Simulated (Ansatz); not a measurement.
**Cd2Se3S: what a guessed cell relaxes into**

Where does this trial cell of Cd2Se3S go when cell and atoms are let free?

Computed with Ansatz 0.2.0 (DFT PBE, scalar-relativistic, plane waves, PAW, unless a step's input says otherwise).

## (1) The system as given

The structure is tetragonal, space group P-4m2 (No. 115). The conventional cell has a = 4.113 Å, b = 4.113 Å, c = 9.061 Å, α = 90.00°, β = 90.00°, γ = 90.00°. Around Cd (site symmetry 2mm) lie 7 Se at 3.09 to 3.25 Å and 2 S at 3.14 Å. Se (site symmetry -4m2) is surrounded by 4 S at 2.91 Å and 4 Cd at 3.14 Å. Se (site symmetry 2mm) has 5 Cd at 3.09 to 3.25 Å as nearest neighbours. S (site symmetry -4m2) has 4 Se at 2.91 Å and 4 Cd at 3.14 Å as nearest neighbours.

Coordinates:

```xyz
6
Lattice="4.1129 0.0000 0.0000 0.0000 4.1129 0.0000 0.0000 0.0000 9.0608" Properties=species:S:1:pos:R:3 pbc="T T T"
Cd    0.0000    2.0564    6.6833
Cd    2.0564    0.0000    2.3774
Se    2.0564    2.0564    0.0000
Se    0.0000    2.0564    3.4306
Se    2.0564    0.0000    5.6301
S     0.0000    0.0000    0.0000
```

The cell is invented: species swapped into a database cell of Zr2CuSb3 (P-4m2, No. 115), with Cd on the Zr sites, S on the Cu sites and Se on the Sb sites. The dimensions are guesses.

## (2) The guess as it stands, on a coarse mesh

input.yaml

```yaml
crystal:
  lattice:
    - [4.11288952, 0.0, 0.0]
    - [0.0, 4.11288952, 0.0]
    - [0.0, 0.0, 9.06077992]
  atoms:
    - { symbol: Cd, position: [0.0, 0.5, 0.73761201] }
    - { symbol: Cd, position: [0.5, 0.0, 0.26238799] }
    - { symbol: Se, position: [0.5, 0.5, 0.0] }
    - { symbol: Se, position: [0.0, 0.5, 0.37862599] }
    - { symbol: Se, position: [0.5, 0.0, 0.62137401] }
    - { symbol: S, position: [0.0, 0.0, 0.0] }
basis:
  ecutwfc: 420
kpoints:
  mp_grid: { grid: [4, 4, 2] }
hamiltonian:
  xc: pbe
scf:
  occupations: { method: gaussian, width: 0.1 }
  lower_state_search: "off"
output:
  forces: true
  stress: true
  eigenvalues: true
```

The run is started by

```sh
$ ansatz run input.yaml --threads 1 --pin off --max-ram 2560MiB --backend cpu --events-out ev --progress --plain --runs-dir out
```

The session goes on with these runs: coarse relaxation; relaxation on the finer mesh.

**Question.** What will these runs give? Wanted: conventional cell; volume; energy over the elements; gap on the mesh.

The runs gave:

```
                              quantity                                                                       value
symmetry at the end (tolerance 0.05 Å)                                                 space group P-4m2 (No. 115)
                     conventional cell  a = 3.778 Å, b = 3.778 Å, c = 11.641 Å, α = 90.00°, β = 90.00°, γ = 90.00°
                                volume                                                               27.69 Å³/atom
              energy over the elements                                                               -0.10 eV/atom
                       gap on the mesh                                                                none (metal)
```

In words: The space group P-4m2 (No. 115) is kept, and the volume per atom grows by 8.4 % from the first guess. A negative formation energy is needed for stability but isn't enough; other structures and compounds were not set against it here. No finished test with a distortion of lower symmetry is shown, so the end may be a saddle point. The final runs have no spin polarisation, so no magnetic state was tried and one may lie lower. Layers here are held mostly by dispersion, which this level lacks, so their spacing and the stiffness across them are unreliable there.
